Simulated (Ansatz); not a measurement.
# ZnCd3O4: the cost of one run

Program: Ansatz 0.2.0. Level of theory: DFT PBE, scalar-relativistic, plane waves, PAW. These are calculated values, not measurements.

### 1 The starting structure

Symmetry: P-4m2, No. 115, tetragonal system. The conventional cell has a = 3.517 Å, b = 3.517 Å, c = 10.102 Å, α = 90.00°, β = 90.00°, γ = 90.00°. Around Zn (site symmetry -4m2) lie 4 O at 2.03 Å. Around Cd (site symmetry 2mm) lie 4 O at 2.22 Å. Cd (site symmetry -4m2) has 4 O at 2.22 Å in its first shell of neighbours. O (site symmetry 2mm) is surrounded by 2 Zn at 2.03 Å and 2 Cd at 2.22 Å. Around O (site symmetry 2mm) lie 4 Cd at 2.22 Å.

Coordinates:

```
Zn Cd O
1.0
     3.51712    0.00000    0.00000
     0.00000    3.51712    0.00000
     0.00000    0.00000   10.10210
Zn Cd O
1 3 4
Direct
  0.50000 0.50000 0.00000
  0.00000 0.00000 0.76680
  0.00000 0.00000 0.23320
  0.50000 0.50000 0.50000
  0.50000 0.00000 0.90048
  0.00000 0.50000 0.09952
  0.50000 0.00000 0.36656
  0.00000 0.50000 0.63344
```

It is the end of an earlier relaxation with the same method, from a generated guess; it needn't be the stable form of this composition. At a tolerance of 0.05 Å it has space group P-4m2 (No. 115); it has 15.62 Å³/atom, an uncorrected energy of -1.09 eV/atom over the elements.

### 2 Static run: bands, density of states and charges

input.yaml

```yaml
crystal:
  lattice:
    - [3.5171179, 0.0, 0.0]
    - [0.0, 3.5171179, 0.0]
    - [0.0, 0.0, 10.1020988]
  atoms:
    - { symbol: Zn, position: [0.5, 0.5, 0.0] }
    - { symbol: Cd, position: [0.0, 0.0, 0.766801] }
    - { symbol: Cd, position: [0.0, 0.0, 0.233199] }
    - { symbol: Cd, position: [0.5, 0.5, 0.5] }
    - { symbol: O, position: [0.5, 0.0, 0.900483] }
    - { symbol: O, position: [0.0, 0.5, 0.099517] }
    - { symbol: O, position: [0.5, 0.0, 0.366561] }
    - { symbol: O, position: [0.0, 0.5, 0.633439] }
basis:
  ecutwfc: 420
kpoints:
  mp_grid: { grid: [10, 10, 4] }
  band_path:
    path:
      - [[0.0, 0.0, 0.0], [0.0, 0.5, 0.0], [0.5, 0.5, 0.0], [0.0, 0.0, 0.0], [0.0, 0.0, 0.5], [0.0, 0.5, 0.5], [0.5, 0.5, 0.5], [0.0, 0.0, 0.5]]
      - [[0.0, 0.5, 0.0], [0.0, 0.5, 0.5]]
      - [[0.5, 0.5, 0.0], [0.5, 0.5, 0.5]]
    npoints: 14
hamiltonian:
  xc: pbe
scf:
  occupations: { method: gaussian, width: 0.1 }
  n_extra_bands: 20
output:
  forces: true
  stress: true
  eigenvalues: true
  populations: true
  dos: { projected: true, de: 0.02, nscf_kmesh: { grid: [12, 12, 5] } }
  bader: true
```

Command:

```
$ ansatz run input.yaml --threads 4 --pin off --max-ram 8192MiB --backend cpu --events-out ev --progress --plain --runs-dir out
```

**Question.** How long does this run take on 4 threads of Arm Neoverse V1, shared host, and how much memory does it need?

About 78 s, with a peak of 1 GiB.
